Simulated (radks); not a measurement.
# The series with 21 electrons, Sc to Tc²²⁺

What does a rising nuclear charge do to the levels of a fixed set of electrons? The series is run ion by ion, all in [Ar] 3d1 4s2.

Program: radks (a radial shooting solver on a logarithmic mesh, Libxc functionals) version 1. Level of theory: scalar-relativistic Kohn-Sham, PBE, spin-polarised, spherical densities, point nucleus; open shells are filled with parallel spins first. These are calculated values, not measurements, unless marked.

### Step 1. The system

| Item | Value |
| --- | --- |
| electrons | 21 |
| ions | Sc, V²⁺, Mn⁴⁺, Co⁶⁺, Cu⁸⁺, Ga¹⁰⁺, As¹²⁺, Br¹⁴⁺, Rb¹⁶⁺, Nb²⁰⁺, Tc²²⁺ |
| configuration | [Ar] 3d1 4s2 |

Outer shells as boxes (Hund's rule):

[Ar] 3d1 4s2
```
[Ar] core
3d [↑ ][  ][  ][  ][  ]
4s [↑↓]
```

In the logs a row gives level, spin channel, occupation and eigenvalue; Etot, Ekin, Encl (electron-nucleus), Eh (Hartree) and Exc are energies, all in hartree; err is the last residual, it the number of iterations.

### Step 2. Sc

The run's settings:

```text
Z 21
configuration [Ar] 3d1 4s2
relativity scalar-relativistic
functional pbe,pbe
spin polarised
nucleus point
c 137.035999084
```

What it wrote:

```text
1s      1   1.0000        -161.59355268
2s      1   1.0000         -17.43160670
2p      1   3.0000         -14.26780437
3s      1   1.0000          -2.03390304
3p      1   3.0000          -1.24711811
3d      1   1.0000          -0.12905337
4s      1   1.0000          -0.15803060
1s      2   1.0000        -161.59377182
2s      2   1.0000         -17.42403116
2p      2   3.0000         -14.26193157
3s      2   1.0000          -2.00526600
3p      2   3.0000          -1.21840042
3d      2   0.0000          -0.10442228
4s      2   1.0000          -0.14807192
Etot -764.0625794686177
Ekin 769.8676432408984
Encl -1815.065388394544
Eh 320.0173769158296
Exc -38.882211230801715
err 8.440413107886832e-10
it 14
```

3d up is the highest filled level (-3.512 eV).

From the orbitals of this run (lengths in bohr):

```
  level  occupation  energy (eV)    <r>  outermost maximum (interpolated)  90 % within  nodes
  3s up           1      -55.345  1.075                             0.927         1.61      2
3s down           1      -54.566  1.075                             0.927         1.61      2
  3p up           3      -33.936  1.169                             0.969         1.80      1
3p down           3      -33.154  1.169                             0.968         1.80      1
  4s up           1       -4.300  3.686                              3.09         5.54      3
4s down           1       -4.029  3.769                              3.16         5.67      3
  3d up           1       -3.512  1.839                              1.10         3.32      0
3d down           0       -2.841  1.921                              1.10         3.52      0
```

Radial density 4πr²ρ:

```
r (bohr)  4πr²ρ (e/bohr)
 0.00274          0.5613
 0.00413           1.186
 0.00620           2.434
 0.00933           4.782
  0.0140           8.795
  0.0211           14.66
  0.0317           21.15
  0.0477           24.80
  0.0717           22.54
   0.108           18.42
   0.162           21.53
   0.242           26.34
   0.364           17.96
   0.547           7.429
   0.823           8.604
    1.24           6.958
    1.86           2.198
    2.80          0.8975
    4.21          0.5114
    6.33          0.1015
    9.52        0.004675
```

### Step 3. V²⁺

Input: that of step 2 with these lines changed.

```diff
@@ -1,2 +1,2 @@
-Z 21
+Z 23
 configuration [Ar] 3d1 4s2
```

What it wrote:

```text
1s      1   1.0000        -198.30533995
2s      1   1.0000         -23.37908997
2p      1   3.0000         -19.71580823
3s      1   1.0000          -3.71070368
3p      1   3.0000          -2.72714664
3d      1   1.0000          -1.22753044
4s      1   1.0000          -0.81492134
1s      2   1.0000        -198.30546172
2s      2   1.0000         -23.36230849
2p      2   3.0000         -19.70287154
3s      2   1.0000          -3.66562116
3p      2   3.0000          -2.68316919
3d      2   0.0000          -1.18648518
4s      2   1.0000          -0.80465924
Etot -947.6966318971719
Ekin 956.5741011676542
Encl -2232.7942258205494
Eh 372.67400913270467
Exc -44.150516376981315
err 3.2186844784849724e-09
it 13
```

4s down is the highest filled level (-21.896 eV).

### Step 4. Mn⁴⁺

Input: that of step 3 with these lines changed.

```diff
@@ -1,2 +1,2 @@
-Z 23
+Z 25
 configuration [Ar] 3d1 4s2
```

What it wrote:

```text
1s      1   1.0000        -239.25407235
2s      1   1.0000         -30.47180125
2p      1   3.0000         -26.27815189
3s      1   1.0000          -5.93644209
3p      1   3.0000          -4.74464050
3d      1   1.0000          -2.88480297
4s      1   1.0000          -1.78355943
1s      2   1.0000        -239.25411624
2s      2   1.0000         -30.44616432
2p      2   3.0000         -26.25859253
3s      2   1.0000          -5.88104312
3p      2   3.0000          -4.69046476
3d      2   0.0000          -2.83104500
4s      2   1.0000          -1.77165542
Etot -1152.6225416766972
Ekin 1165.6156945304
Encl -2692.507109379132
Eh 423.62640711793046
Exc -49.357533945895796
err 8.798727638824454e-10
it 14
```

4s down is the highest filled level (-48.209 eV).

### Step 5. Co⁶⁺

Input: that of step 4 with these lines changed.

```diff
@@ -1,2 +1,2 @@
-Z 25
+Z 27
 configuration [Ar] 3d1 4s2
```

What it wrote:

```text
1s      1   1.0000        -284.41611169
2s      1   1.0000         -38.65486010
2p      1   3.0000         -33.89628084
3s      1   1.0000          -8.65481056
3p      1   3.0000          -7.24516867
3d      1   1.0000          -5.03264083
4s      1   1.0000          -3.03214178
1s      2   1.0000        -284.41608716
2s      2   1.0000         -38.62035370
2p      2   3.0000         -33.87017434
3s      2   1.0000          -8.59094650
3p      2   3.0000          -7.18214393
3d      2   0.0000          -4.96698071
4s      2   1.0000          -3.01831076
Etot -1378.8722659508824
Ekin 1397.2347200760403
Encl -3195.570199086136
Eh 474.01713080699835
Exc -54.55391774778466
err 2.3804151571847457e-10
it 15
```

Highest occupied level: 4s down at -82.132 eV.

### Step 6. Cu⁸⁺

Input: that of step 5 with these lines changed.

```diff
@@ -1,2 +1,2 @@
-Z 27
+Z 29
 configuration [Ar] 3d1 4s2
```

What it wrote:

```text
1s      1   1.0000        -333.80985458
2s      1   1.0000         -47.91856575
2p      1   3.0000         -42.55547290
3s      1   1.0000         -11.85216595
3p      1   3.0000         -10.21452365
3d      1   1.0000          -7.65087961
4s      1   1.0000          -4.55086826
1s      2   1.0000        -333.80976077
2s      2   1.0000         -47.87517458
2p      2   3.0000         -42.52284744
3s      2   1.0000         -11.78067326
3p      2   3.0000         -10.14325000
3d      2   0.0000          -7.57369208
4s      2   1.0000          -4.53501308
Etot -1626.5418944858093
Ekin 1651.7665447758302
Encl -3742.7265464984507
Eh 524.1733394989985
Exc -59.75523226218757
err 4.415804930905968e-09
it 14
```

The top filled level is 4s down, -123.40 eV.

### Step 7. Ga¹⁰⁺

Input: that of step 6 with these lines changed.

```diff
@@ -1,2 +1,2 @@
-Z 29
+Z 31
 configuration [Ar] 3d1 4s2
```

What it wrote:

```text
1s      1   1.0000        -387.46510681
2s      1   1.0000         -58.26399509
2p      1   3.0000         -52.25080682
3s      1   1.0000         -15.52417182
3p      1   3.0000         -13.64706091
3d      1   1.0000         -10.73028839
4s      1   1.0000          -6.33576733
1s      2   1.0000        -387.46493918
2s      2   1.0000         -58.21173001
2p      2   3.0000         -52.21168335
3s      2   1.0000         -15.44548636
3p      2   3.0000         -13.56786005
3d      2   0.0000         -10.64179672
4s      2   1.0000          -6.31784712
Etot -1895.7580278017494
Ekin 1929.6044762092185
Encl -4334.645464963638
Eh 574.2527066198295
Exc -64.96974566715971
err 5.790501528858146e-09
it 13
```

Highest occupied level: 4s down at -171.92 eV.

### Step 8. As¹²⁺

Input: that of step 7 with these lines changed.

```diff
@@ -1,2 +1,2 @@
-Z 31
+Z 33
 configuration [Ar] 3d1 4s2
```

What it wrote:

```text
1s      1   1.0000        -445.41819556
2s      1   1.0000         -69.69717233
2p      1   3.0000         -62.98142004
3s      1   1.0000         -19.67022043
3p      1   3.0000         -17.54044866
3d      1   1.0000         -14.26586295
4s      1   1.0000          -8.38531243
1s      2   1.0000        -445.41794857
2s      2   1.0000         -69.63606701
2p      2   3.0000         -62.93581946
3s      2   1.0000         -19.58458191
3p      2   3.0000         -17.45350927
3d      2   0.0000         -14.16621744
4s      2   1.0000          -8.36530564
Etot -2186.669081887515
Ekin 2231.192210122872
Encl -4972.00782001325
Eh 624.3495515012035
Exc -70.20302349834031
err 4.045564291795055e-09
it 13
```

Highest occupied level: 4s down at -227.63 eV.

### Step 9. Br¹⁴⁺

Input: that of step 8 with these lines changed.

```diff
@@ -1,2 +1,2 @@
-Z 33
+Z 35
 configuration [Ar] 3d1 4s2
```

What it wrote:

```text
1s      1   1.0000        -507.71053975
2s      1   1.0000         -82.22717899
2p      1   3.0000         -74.74864010
3s      1   1.0000         -24.29167809
3p      1   3.0000         -21.89401587
3d      1   1.0000         -18.25466566
4s      1   1.0000         -10.69926559
1s      2   1.0000        -507.71020789
2s      2   1.0000         -82.15728418
2p      2   3.0000         -74.69658427
3s      2   1.0000         -24.19921675
3p      2   3.0000         -21.79945331
3d      2   0.0000         -18.14397492
4s      2   1.0000         -10.67715696
Etot -2499.4420713210798
Ekin 2557.0223525723095
Encl -5655.533217094613
Eh 674.5281715212154
Exc -75.45937831999171
err 2.9601777010574446e-09
it 13
```

The top filled level is 4s down, -290.54 eV.

### Step 10. Rb¹⁶⁺

Input: that of step 9 with these lines changed.

```diff
@@ -1,2 +1,2 @@
-Z 35
+Z 37
 configuration [Ar] 3d1 4s2
```

What it wrote:

```text
1s      1   1.0000        -574.38816124
2s      1   1.0000         -95.86536502
2p      1   3.0000         -87.55518449
3s      1   1.0000         -29.39116670
3p      1   3.0000         -26.70806838
3d      1   1.0000         -22.69491860
4s      1   1.0000         -13.27818119
1s      2   1.0000        -574.38773944
2s      2   1.0000         -95.78674439
2p      2   3.0000         -87.49669620
3s      2   1.0000         -29.29194582
3p      2   3.0000         -26.60595355
3d      2   0.0000         -22.57326491
4s      2   1.0000         -13.25395664
Etot -2834.261342369288
Ekin 2907.637252802233
Encl -6385.992800817421
Eh 724.8366804941415
Exc -80.74247484824136
err 2.210074779648256e-09
it 13
```

4s down is the highest filled level (-360.66 eV).

### Step 11. Nb²⁰⁺

Input: that of step 10 with these lines changed.

```diff
@@ -1,2 +1,2 @@
-Z 37
+Z 41
 configuration [Ar] 3d1 4s2
```

What it wrote:

```text
1s      1   1.0000        -721.10571283
2s      1   1.0000        -126.52101064
2p      1   3.0000        -116.30185409
3s      1   1.0000         -41.03913696
3p      1   3.0000         -37.72190399
3d      1   1.0000         -32.92599784
4s      1   1.0000         -19.23573472
1s      2   1.0000        -721.10509829
2s      2   1.0000        -126.42516817
2p      2   3.0000        -116.23057180
3s      2   1.0000         -40.92642337
3p      2   3.0000         -37.60479056
3d      2   0.0000         -32.78259928
4s      2   1.0000         -19.20723124
Etot -3570.860942009797
Ekin 3685.652498984491
Encl -7991.103758563717
Eh 825.9922843129907
Exc -91.40196674356201
err 4.1555172411522116e-09
it 13
```

The top filled level is 4s down, -522.66 eV.

### Step 12. Tc²²⁺

Input: that of step 11 with these lines changed.

```diff
@@ -1,2 +1,2 @@
-Z 41
+Z 43
 configuration [Ar] 3d1 4s2
```

What it wrote:

```text
1s      1   1.0000        -801.26028083
2s      1   1.0000        -143.57009348
2p      1   3.0000        -132.25158657
3s      1   1.0000         -47.59684153
3p      1   3.0000         -43.92489334
3d      1   1.0000         -38.71597885
4s      1   1.0000         -22.61776880
1s      2   1.0000        -801.25956467
2s      2   1.0000        -143.46577082
2p      2   3.0000        -132.17394371
3s      2   1.0000         -47.47734074
3p      2   3.0000         -43.80029928
3d      2   0.0000         -38.56177667
4s      2   1.0000         -22.58709812
Etot -3973.0953490535594
Ekin 4114.408540976768
Encl -8867.620876474411
Eh 876.901521431432
Exc -96.78453498734785
err 3.4386305002957017e-09
it 13
```

4s down is the highest filled level (-614.63 eV).

### Step 13. What came out

```
  ion  E (hartree)  ε(3p down) (eV)  ε(4s up) (eV)  ε(4s down) (eV)  ε(3d up) (eV)  ε(3d down, empty) (eV)  <r>(3d up) (bohr)
   Sc   -764.06258          -33.154         -4.300           -4.029         -3.512                  -2.841              1.839
  V²⁺   -947.69663          -73.013        -22.175          -21.896        -33.403                 -32.286              1.126
 Mn⁴⁺  -1152.62254          -127.63        -48.533          -48.209        -78.499                 -77.037             0.8793
 Co⁶⁺  -1378.87227          -195.44        -82.509          -82.132        -136.95                 -135.16             0.7341
 Cu⁸⁺  -1626.54189          -276.01        -123.84          -123.40        -208.19                 -206.09             0.6343
Ga¹⁰⁺  -1895.75803          -369.20        -172.41          -171.92        -291.99                 -289.58             0.5603
As¹²⁺  -2186.66908          -474.93        -228.18          -227.63        -388.19                 -385.48             0.5027
Br¹⁴⁺  -2499.44207          -593.19        -291.14          -290.54        -496.73                 -493.72             0.4564
Rb¹⁶⁺  -2834.26134          -723.98        -361.32          -360.66        -617.56                 -614.25             0.4182
Nb²⁰⁺  -3570.86094          -1023.3        -523.43          -522.66        -895.96                 -892.06             0.3586
Tc²²⁺  -3973.09535          -1191.9        -615.46          -614.63        -1053.5                 -1049.3             0.3349
```

**Reading.** From Sc to Tc²²⁺ the 3d up level deepens by a factor 300 and shrinks by a factor 5.49. 3d up drops below 4s up between Sc and V²⁺. 3d down drops below 4s down between Sc and V²⁺. With rising charge the levels order more and more by their principal quantum number, as in hydrogen. The configuration is held, so it need not be the ground state of every ion.
